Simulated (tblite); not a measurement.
# C5H10AlGeNO: the cost of one run

The runs use tblite 0.8.0 and PySCF 2.14.0, with density-fitted response routines of our own; the level of theory stands in each step. All values are computed, except where a source is named. Atoms count from 0, in the outputs and in this text.

### Step 1. The molecule as given

19 atoms, charge 0, multiplicity 1; geometry from: force field or distance geometry start.

Bonds of the start (Å): Al0–N1 1.93, N1–C2 1.37, C2–C3 1.38, C3–C4 1.39, C4–C5 1.40, C5–O6 1.38, O6–Ge7 1.81, C5–C8 1.38, C8–N1 1.35, Al0–H9 1.61, Al0–H10 1.59, Al0–H11 1.59, C2–H12 1.06, C3–H13 1.08, C4–H14 1.06, Ge7–H15 1.55, Ge7–H16 1.54, Ge7–H17 1.55, C8–H18 1.10.

### Step 2. Geometry optimisation with GFN2-xTB

The job: settings as JSON, then the geometry in Å.

```
{"job": {"kind": "relax", "xc": "GFN2-xTB", "basis": "xTB"}, "charge": 0, "multiplicity": 1}
Al     2.829400     0.888000     0.128700
N      1.219300    -0.169300    -0.031800
C      1.329200    -1.536500     0.012400
C      0.199300    -2.316800    -0.105200
C     -1.051400    -1.727300    -0.230200
C     -1.128400    -0.334900    -0.269500
O     -2.385700     0.228100    -0.412200
Ge    -2.801400     1.554100     0.752800
C      0.018000     0.434000    -0.158000
H      3.125100     1.632800    -1.268600
H      4.039900    -0.110600     0.398600
H      2.674700     1.926000     1.329400
H      2.285000    -1.977100     0.128100
H      0.307900    -3.387100    -0.072000
H     -1.924600    -2.328300    -0.317900
H     -2.143600     1.219200     2.120200
H     -2.197400     2.872700     0.233700
H     -4.335200     1.616700     0.993300
H     -0.069900     1.525600    -0.178600
```

Command:

```bash
$ OMP_NUM_THREADS=1 python probes_run.py task.json out
```

The driver reads the jobs from task.json and runs them one after another.

Q: Estimate the wall time and peak memory of this first job on 1 thread of Arm Neoverse N1, shared host.

About 2.1 s, with a peak of 0.18 GiB.
